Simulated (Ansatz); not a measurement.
# ZrTa2C2: the cost of one run

Method: DFT PBE, scalar-relativistic, plane waves, PAW, in Ansatz 0.2.0.

### Step 1. The system as given

Symmetry: P-3m1, No. 164, trigonal system. The conventional cell has a = 3.208 Å, b = 3.208 Å, c = 7.700 Å, α = 90.00°, β = 90.00°, γ = 120.00°. Around Zr (site symmetry -3m) lie 6 C at 2.35 Å. Around Ta (site symmetry 3m) lie 3 C at 2.16 Å. Around C (site symmetry 3m) lie 3 Ta at 2.16 Å and 3 Zr at 2.35 Å.

As a file:

```xyz
5
Lattice="3.2076 0.0000 0.0000 -1.6038 2.7779 0.0000 0.0000 0.0000 7.7005" Properties=species:S:1:pos:R:3 pbc="T T T"
Zr    0.0000    0.0000    0.0000
Ta    0.0000    1.8519    2.5677
Ta    1.6038    0.9260    5.1328
C     0.0000    1.8519    6.2463
C     1.6038    0.9260    1.4542
```

The start is the relaxed end of an invented cell (made as: species swapped into a database cell of Tb2SeO2 (P-3m1, No. 164)), taken up again for a closer look.

### Step 2. The guess as it stands, on a coarse mesh

File input.yaml:

```yaml
crystal:
  lattice:
    - [3.2076393, 0.0, 0.0]
    - [-1.6038196, 2.7778971, 0.0]
    - [0.0, 0.0, 7.7004612]
  atoms:
    - { symbol: Zr, position: [0.0, 0.0, 0.0] }
    - { symbol: Ta, position: [0.3333333, 0.6666667, 0.333449] }
    - { symbol: Ta, position: [0.6666667, 0.3333333, 0.666551] }
    - { symbol: C, position: [0.3333333, 0.6666667, 0.811156] }
    - { symbol: C, position: [0.6666667, 0.3333333, 0.188844] }
basis:
  ecutwfc: 420
kpoints:
  mp_grid: { grid: [6, 6, 2] }
hamiltonian:
  xc: pbe
scf:
  occupations: { method: gaussian, width: 0.1 }
  lower_state_search: "off"
output:
  forces: true
  stress: true
  eigenvalues: true
```

Started as:

```
ansatz run input.yaml --threads 1 --pin off --max-ram 3072MiB --backend cpu --events-out ev --progress --plain --runs-dir out
```

Q: Estimate wall time and peak memory on 1 thread of Arm Neoverse V2, shared host.

About 1.5 s, with a peak of 0.34 GiB.
